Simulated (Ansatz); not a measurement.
# CaMn2Bi2: the cost of one run

Method: DFT PBE, scalar-relativistic, plane waves, PAW, in Ansatz 0.2.0.

### 1 The structure to begin with

Symmetry: P-3m1, No. 164, trigonal system. Conventional cell: a = 4.626 Å, b = 4.626 Å, c = 7.729 Å, α = 90.00°, β = 90.00°, γ = 120.00°. Ca (site symmetry -3m) has 6 Bi at 3.29 Å as nearest neighbours. Mn (site symmetry 3m) has 4 Bi at 2.86 to 2.87 Å and 3 Mn at 3.26 Å as nearest neighbours. Bi (site symmetry 3m) is surrounded by 4 Mn at 2.86 to 2.87 Å.

As a file:

```
CELL_PARAMETERS angstrom
4.62638 0.00000 0.00000
-2.31319 4.00656 0.00000
0.00000 0.00000 7.72879
ATOMIC_POSITIONS crystal
Ca 0.00000 0.00000 0.00000
Mn 0.66667 0.33333 0.62074
Mn 0.33333 0.66667 0.37927
Bi 0.66667 0.33333 0.24881
Bi 0.33333 0.66667 0.75119
```

### 2 Relaxing cell and atoms: CaMn2Bi2, moments ++

Contents of input.yaml:

```yaml
crystal:
  lattice:
    - [4.6263818529, 0.0, 0.0]
    - [-2.3131909265, 4.0065642123, 0.0]
    - [0.0, 0.0, 7.728792]
  atoms:
    - { symbol: Ca, position: [0.0, 0.0, 0.0] }
    - { symbol: Mn, position: [0.66666667, 0.33333333, 0.620735], spin: 4.0 }
    - { symbol: Mn, position: [0.33333333, 0.66666667, 0.379265], spin: 4.0 }
    - { symbol: Bi, position: [0.66666667, 0.33333333, 0.248809] }
    - { symbol: Bi, position: [0.33333333, 0.66666667, 0.751191] }
magnetization:
  spin_polarized: true
scf:
  occupations: { method: gaussian, width: 0.03 }
output:
  forces: true
  stress: true
  eigenvalues: true
  populations: true
hamiltonian:
  xc: pbe
kpoints:
  mp_grid: { grid: [10, 10, 6] }
relax:
  f_tol: 0.003
  max_steps: 60
  cell: { stress_tol: 0.03, p_target: 0 }
```

The run is started by

```console
$ ansatz run input.yaml --threads 8 --pin off --max-ram 12288MiB --backend cpu --events-out ev --progress --plain --runs-dir out
```

What time and memory should one allow on 8 threads of Intel Xeon Platinum 8259CL at 2.50GHz (Skylake/Cascade Lake), shared host?

About 99 s, with a peak of 1.2 GiB.
